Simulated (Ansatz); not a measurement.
# SnO₂: a line through a two-coordinate scan

An exercise on one series of results from a longer session: the logs are not shown, and one member is left open.

Computed with Ansatz 0.2.0 (DFT LDA, scalar-relativistic, plane waves, PAW, unless a step's input says otherwise).

18 further runs of the same task are left out: 1 that didn't finish, 17 set aside as unsound or not needed.

## Starting point

It takes space group Pbcn (No. 60, orthorhombic). The conventional cell has a = 4.702 Å, b = 5.693 Å, c = 5.202 Å, α = 90.00°, β = 90.00°, γ = 90.00°. Sn (site symmetry 2) is surrounded by 6 O at 2.02 to 2.09 Å. O (site symmetry 1) has 3 Sn at 2.02 to 2.09 Å as nearest neighbours.

Coordinates:

```cif
data_structure
_symmetry_space_group_name_H-M 'Pbcn'
_symmetry_Int_Tables_number 60
_cell_length_a 4.7016
_cell_length_b 5.6927
_cell_length_c 5.2017
_cell_angle_alpha 90.000
_cell_angle_beta 90.000
_cell_angle_gamma 90.000
_cell_volume 139.22
loop_
_atom_site_label
_atom_site_type_symbol
_atom_site_symmetry_multiplicity
_atom_site_Wyckoff_symbol
_atom_site_fract_x
_atom_site_fract_y
_atom_site_fract_z
_atom_site_occupancy
Sn1 Sn 4 c 0.50000 0.66734 0.75000 1
O1 O 8 d 0.73093 0.60502 0.07769 1
```

It goes back to an entry of the Materials Project, which need not be the stable form.

This cell was relaxed beforehand with the same method: volume 11.60 Å³/atom, gap on the mesh 1.52 eV.

## Plan of the line

The energy is mapped over volume and the cell's shape.

The axes are (1) volume per atom: 7 values from 9.75 to 13.46 Å³; (2) stretch along b over the lengths across it, relative to the relaxed cell: 7 values from 0.923 to 1.083.

Nothing else is relaxed (fractional coordinates fixed). Energies count from the relaxed crystal. Points are written as (first, second).

Set-up of the first run:

Input file input.yaml:

```yaml
crystal:
  lattice:
    - [4.4759380308, 0.0, 0.0]
    - [0.0, 5.2764269171, 0.0]
    - [0.0, 0.0, 4.9520344901]
  atoms:
    - { symbol: Sn, position: [0.5, 0.6673419135, 0.75] }
    - { symbol: Sn, position: [0.0, 0.8326580865, 0.25] }
    - { symbol: Sn, position: [0.5, 0.3326580865, 0.25] }
    - { symbol: Sn, position: [0.0, 0.1673419135, 0.75] }
    - { symbol: O, position: [0.7309254637, 0.6050162923, 0.0776916535] }
    - { symbol: O, position: [0.2309254637, 0.8949837077, 0.9223083465] }
    - { symbol: O, position: [0.7690745363, 0.8949837077, 0.5776916535] }
    - { symbol: O, position: [0.2690745363, 0.6050162923, 0.4223083465] }
    - { symbol: O, position: [0.7309254637, 0.3949837077, 0.5776916535] }
    - { symbol: O, position: [0.2309254637, 0.1050162923, 0.4223083465] }
    - { symbol: O, position: [0.7690745363, 0.1050162923, 0.0776916535] }
    - { symbol: O, position: [0.2690745363, 0.3949837077, 0.9223083465] }
basis:
  ecutwfc: 520.0
kpoints:
  mp_grid: { grid: [6, 6, 6] }
hamiltonian:
  xc: lda
  pseudopotentials: { kind: paw, azcp: { folder: soft_1 } }
scf:
  occupations: { method: gaussian, width: 0.05 }
output:
  forces: true
  stress: true
  eigenvalues: true
```

On the command line:

```sh
$ ansatz run input.yaml --threads 4 --pin off --max-ram 8192MiB --backend cpu --events-out ev --progress --plain --runs-dir out
```

Steps of the session up to this table: Point (9.75 Å³, 0.974); The run at (10.36 Å³, 0.974); Point (11.60 Å³, 0.974); The run at (12.22 Å³, 0.974); The run at (13.46 Å³, 0.974).

One table of the session follows, with a row left open; its other results are not shown here.

| volume per atom (Å³) | energy (meV/atom) | slope (meV/atom per Å³) | pressure (GPa) | band gap on the k-mesh (eV) | largest force on an atom (eV/Å) |
| --- | --- | --- | --- | --- | --- |
| 9.75 | 283 | −357 | 57 | 3.61 | 0.74 |
| 10.36 | 114 | −200 | 32 | 2.83 | 0.45 |
| 10.98 | 28 | −84 | 13 | 2.12 | 0.22 |
| 11.60 | 3.1 | 1 | 0 | 1.47 | 0.12 |
| 12.22 | 24 | 63 | −10 | 0.89 | 0.22 |
| 12.84 | ? | ? | ? | ? | ? |
| 13.46 | 156 | 141 | −23 | 0.06 | 0.39 |

Q: Estimate the row for volume per atom (Å³) = 12.84 from the others.

Worked estimate for «energy (meV/atom)». A straight line through the neighbours (12.22, 24) and (13.46, 156) gives 24 + (156 − 24) × (12.84 − 12.22) / (13.46 − 12.22) = 90; a parabola fitted to 3 rows on both sides gives 75.

The run gave: energy (meV/atom): 78; slope (meV/atom per Å³): 108; pressure (GPa): −17; band gap on the k-mesh (eV): 0.41; largest force on an atom (eV/Å): 0.32. In «energy (meV/atom)» the line misses by +12 and the parabola by -3.

Energies count from the relaxed crystal. Rows without a step come from runs not printed here or follow by symmetry. Slopes come from the forces (and the stress, where the cell changes), not from differences of energies.

Caveats from the session: Warnings in the runs' records: pseudo functional mismatch.
